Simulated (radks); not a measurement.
# Exchange and kinetic functionals tested on atomic densities: Xe³⁺, Re⁺, Au, Pb²⁺, Hg²⁺, C³⁺

The task here is to estimate one member of a computed series from the others.

Method: non-relativistic Kohn-Sham, PBE, spin-polarised, spherical densities, point nucleus; open shells are filled with parallel spins first. Code: radks (a radial shooting solver on a logarithmic mesh, Libxc functionals) version 1.

## The atom as given

* species: Xe³⁺ ([Kr] 4d10 5s2 5p3), Re⁺ ([Xe] 4f14 5d5 6s1), Au ([Xe] 4f14 5d10 6s1), Pb²⁺ ([Hg]), Hg²⁺ ([Xe] 4f14 5d10), C³⁺ ([He] 2s1)

The first run:

Settings of this run:

```text
Z 54
configuration [Kr] 4d10 5s2 5p3
relativity non-relativistic
functional pbe,pbe
spin polarised
nucleus point
```

Steps of the session up to this table: Xe³⁺, [Kr] 4d10 5s2 5p3.

One of the session's tables, all rows but one given; the rest of the session is left out.

It belongs to the step «Xe³⁺, [Kr] 4d10 5s2 5p3». Sizes of the orbitals, from the radial functions (bohr):

| level | <r> | outermost maximum (interpolated) | 90 % within | nodes |
| --- | --- | --- | --- | --- |
| 4p up | 0.7770 | 0.705 | 1.13 | 2 |
| 4p down | 0.7763 | 0.705 | 1.13 | 2 |
| 4d up | 0.8689 | 0.745 | 1.32 | 1 |
| 4d down | 0.8646 | 0.745 | 1.31 | 1 |
| 5s up | 1.813 | 1.65 | 2.58 | 4 |
| 5s down | ? | ? | ? | ? |
| 5p up | 2.022 | 1.82 | 2.91 | 3 |
| 5p down | 2.036 | 1.81 | 2.95 | 3 |

Estimate the missing values for 5s down.

The run gave: <r>: 1.808; outermost maximum (interpolated): 1.63; 90 % within: 2.59; nodes: 4. In the column «<r>» it lies between 4d up (0.8689) and 5s up (1.813).
